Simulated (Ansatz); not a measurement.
# CoC (CsCl type): the cost of one run

Program: Ansatz 0.2.0. Level of theory: DFT PBEsol, with the methods named in each step. These are calculated values, not measurements.

2 further runs of the same task are left out: 1 that didn't finish, 1 set aside as unsound or not needed.

## (1) Starting point

Symmetry: Pm-3m, No. 221, cubic system. The conventional cell has a = 2.461 Å, b = 2.461 Å, c = 2.461 Å, α = 90.00°, β = 90.00°, γ = 90.00°. Co (site symmetry m-3m) has 8 C at 2.13 Å as nearest neighbours. C (site symmetry m-3m) is surrounded by 8 Co at 2.13 Å.

Structure file:

```
CELL_PARAMETERS angstrom
2.46053 0.00000 0.00000
0.00000 2.46053 0.00000
0.00000 0.00000 2.46053
ATOMIC_POSITIONS crystal
Co 0.00000 0.00000 0.00000
C 0.50000 0.50000 0.50000
```

Whether this phase is the stable one at these pressures isn't tested.

Atoms are numbered in the order of the input: Co1, C2.

## (2) The reference volume, LAPW

File input.yaml:

```yaml
crystal:
  lattice:
    - [2.4605277985, 0.0, 0.0]
    - [0.0, 2.4605277985, 0.0]
    - [0.0, 0.0, 2.4605277985]
  atoms:
    - { symbol: Co, position: [0.0, 0.0, 0.0], spin: 1.7 }
    - { symbol: C, position: [0.5, 0.5, 0.5] }
magnetization:
  spin_polarized: true
kpoints:
  mp_grid: { grid: [14, 14, 14] }
  band_path:
    path:
      - [0.0, 0.0, 0.0]
      - [0.0, 0.5, 0.0]
      - [0.5, 0.5, 0.0]
      - [0.0, 0.0, 0.0]
      - [0.5, 0.5, 0.5]
      - [0.0, 0.5, 0.0]
      - [0.5, 0.5, 0.5]
      - [0.5, 0.5, 0.0]
    npoints: 14
scf:
  occupations: { method: fermi_dirac, width: 0.05 }
hamiltonian:
  xc: pbesol
  pseudopotentials: { kind: all_electron, lapw: { basis_error: 0.001 } }
output:
  forces: true
  stress: true
  eigenvalues: true
  populations: true
  dos: { projected: true, de: 0.2, e_range: [-14, 8] }
```

On the command line:

```
$ ansatz run input.yaml --threads 1 --pin off --max-ram 3072MiB --backend cpu --events-out ev --progress --plain --runs-dir out
```

**Question.** How long does this run take on 1 thread of Arm Neoverse V1, shared host, and how much memory does it need?

About 40 s, with a peak of 0.53 GiB.
